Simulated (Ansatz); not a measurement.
# BAs: the cost of one run

Method: reference: DFT, PBE, plane waves, PAW, in Ansatz 0.2.0.

4 further runs of the same task are left out: 1 for a known fault of the program, 3 that didn't finish.

### Step 1. Starting point

The structure is cubic, space group F-43m (No. 216). Conventional cell: a = 4.784 Å, b = 4.784 Å, c = 4.784 Å, α = 90.00°, β = 90.00°, γ = 90.00°. B (site symmetry -43m) is surrounded by 4 As at 2.07 Å. As (site symmetry -43m) has 4 B at 2.07 Å as nearest neighbours.

As a file:

```cif
data_structure
_symmetry_space_group_name_H-M 'F-43m'
_symmetry_Int_Tables_number 216
_cell_length_a 4.7837
_cell_length_b 4.7837
_cell_length_c 4.7837
_cell_angle_alpha 90.000
_cell_angle_beta 90.000
_cell_angle_gamma 90.000
_cell_volume 109.47
loop_
_atom_site_label
_atom_site_type_symbol
_atom_site_symmetry_multiplicity
_atom_site_Wyckoff_symbol
_atom_site_fract_x
_atom_site_fract_y
_atom_site_fract_z
_atom_site_occupancy
B1 B 4 a 0.00000 0.00000 0.00000 1
As1 As 4 d 0.25000 0.25000 0.75000 1
```

### Step 2. Reference

The input, input.yaml:

```yaml
crystal:
  lattice:
    - [0.0, 2.3918676044, 2.3918676044]
    - [2.3918676044, 0.0, 2.3918676044]
    - [2.3918676044, 2.3918676044, 0.0]
  atoms:
    - { symbol: B, position: [0.0, 0.0, 0.0] }
    - { symbol: As, position: [0.25, 0.25, 0.25] }
kpoints:
  mp_grid: { grid: [6, 6, 6] }
hamiltonian:
  xc: pbe
scf:
  occupations: { method: fixed }
  n_extra_bands: 4
output:
  forces: true
  stress: true
  eigenvalues: true
  write_density: true
  write_potential: true
  elf: true
  volumetric_format: npy
```

Run with:

```bash
$ ansatz run input.yaml --threads 4 --pin off --max-ram 3686MiB --backend cpu --events-out ev --progress --plain --runs-dir out
```

Q: Estimate wall time and peak memory on 4 threads of an x86-64 CPU, shared host.

About 3.7 s, with a peak of 0.31 GiB.
